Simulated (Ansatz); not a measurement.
Input of an Ansatz 0.2.0 run:

input.yaml

```yaml
crystal:
  lattice:
    - [8.15421, 0.0, 0.0]
    - [-4.07711, 7.06176, 0.0]
    - [0.0, 0.0, 6.92128]
  atoms:
    - { symbol: Ba, position: [0.0, 0.0, 0.23552] }
    - { symbol: Ba, position: [0.0, 0.0, 0.76448] }
    - { symbol: V, position: [0.5, 0.0, 0.0], spin: 2.0 }
    - { symbol: V, position: [0.0, 0.5, 0.0], spin: 2.0 }
    - { symbol: V, position: [0.5, 0.5, 0.0], spin: 2.0 }
    - { symbol: Tl, position: [0.5, 0.0, 0.5] }
    - { symbol: Tl, position: [0.0, 0.5, 0.5] }
    - { symbol: Tl, position: [0.5, 0.5, 0.5] }
    - { symbol: Tl, position: [0.33333, 0.66667, 0.22489] }
    - { symbol: Tl, position: [0.66667, 0.33333, 0.77511] }
    - { symbol: O, position: [0.3389, 0.34334, 0.81444] }
    - { symbol: O, position: [0.65666, 0.99556, 0.81444] }
    - { symbol: O, position: [0.00444, 0.6611, 0.81444] }
    - { symbol: O, position: [0.34334, 0.3389, 0.18556] }
    - { symbol: O, position: [0.99556, 0.65666, 0.18556] }
    - { symbol: O, position: [0.6611, 0.00444, 0.18556] }
    - { symbol: O, position: [0.6611, 0.65666, 0.18556] }
    - { symbol: O, position: [0.34334, 0.00444, 0.18556] }
    - { symbol: O, position: [0.99556, 0.3389, 0.18556] }
    - { symbol: O, position: [0.65666, 0.6611, 0.81444] }
    - { symbol: O, position: [0.00444, 0.34334, 0.81444] }
    - { symbol: O, position: [0.3389, 0.99556, 0.81444] }
hamiltonian:
  xc: rpbe
  pseudopotentials: { kind: paw }
magnetization:
  spin_polarized: true
kpoints:
  mp_grid: { grid: [4, 4, 4] }
  band_path:
    path:
      - [[0.0, 0.0, 0.0], [0.5, 0.0, 0.0], [0.3333333333, 0.3333333333, 0.0], [0.0, 0.0, 0.0], [0.0, 0.0, 0.5], [0.5, 0.0, 0.5], [0.3333333333, 0.3333333333, 0.5], [0.0, 0.0, 0.5]]
      - [[0.5, 0.0, 0.5], [0.5, 0.0, 0.0]]
      - [[0.3333333333, 0.3333333333, 0.0], [0.3333333333, 0.3333333333, 0.5]]
    npoints: 10
scf:
  occupations: { method: fermi_dirac, width: 0.05 }
  n_extra_bands: 55
output:
  forces: true
  stress: true
  eigenvalues: true
  fatbands: false
```

Potentials or basis: Ansatz PAW.

Run with:

```console
$ ansatz run input.yaml --threads 8 --pin off --max-ram 20480MiB --backend cpu --events-out ev --progress --plain --runs-dir out
```

Estimate the band gap on the k mesh.

none (metal or under the smearing width).

Estimate the largest force.

0.090 eV/Å.

Levels at the corners of the path, in eV from the Fermi level:
Spin up:
```tsv
point	band 95	band 96	band 97	band 98	band 99	band 100	band 101	band 102
Γ	-0.50	-0.50	-0.38	-0.16	0.19	0.78	0.78	1.07
M	-0.76	-0.57	-0.34	-0.33	-0.20	0.56	0.76	1.07
K	-0.84	-0.53	-0.35	-0.35	0.20	0.20	0.70	1.04
Γ	-0.50	-0.50	-0.38	-0.16	0.19	0.78	0.78	1.07
A	-0.60	-0.36	0.29	0.74	0.74	0.76	0.76	1.58
L	-0.72	-0.51	-0.12	0.73	0.73	0.78	1.07	1.73
H	-0.80	-0.28	-0.28	0.67	0.70	0.93	0.93	1.84
A	-0.60	-0.36	0.29	0.74	0.74	0.76	0.76	1.58
L	-0.72	-0.51	-0.12	0.73	0.73	0.78	1.07	1.73
M	-0.76	-0.57	-0.34	-0.33	-0.20	0.56	0.76	1.07
K	-0.84	-0.53	-0.35	-0.35	0.20	0.20	0.70	1.04
H	-0.80	-0.28	-0.28	0.67	0.70	0.93	0.93	1.84
```
Spin down:
```csv
point,band 95,band 96,band 97,band 98,band 99,band 100,band 101,band 102
Γ,-0.50,-0.50,-0.38,-0.16,0.19,0.78,0.78,1.07
M,-0.76,-0.57,-0.34,-0.33,-0.20,0.56,0.76,1.07
K,-0.84,-0.53,-0.35,-0.35,0.20,0.20,0.70,1.04
Γ,-0.50,-0.50,-0.38,-0.16,0.19,0.78,0.78,1.07
A,-0.60,-0.36,0.29,0.74,0.74,0.76,0.76,1.58
L,-0.72,-0.51,-0.12,0.73,0.73,0.78,1.07,1.73
H,-0.80,-0.28,-0.28,0.67,0.70,0.93,0.93,1.84
A,-0.60,-0.36,0.29,0.74,0.74,0.76,0.76,1.58
L,-0.72,-0.51,-0.12,0.73,0.73,0.78,1.07,1.73
M,-0.76,-0.57,-0.34,-0.33,-0.20,0.56,0.76,1.07
K,-0.84,-0.53,-0.35,-0.35,0.20,0.20,0.70,1.04
H,-0.80,-0.28,-0.28,0.67,0.70,0.93,0.93,1.84
```

Caveat: spin-orbit coupling is left out, which moves the levels of the heavy elements; semilocal functionals often make such compounds metallic where correlation or magnetic order opens a gap, which also shifts bond lengths; the PAW data sets come from PBE, with cores solved anew for the run's functional, which leaves a small shift of forces and pressure; the starting moments weren't kept. With open d or f shells a metallic result of RPBE can be an artefact of self-interaction; +U or a hybrid may open a gap.
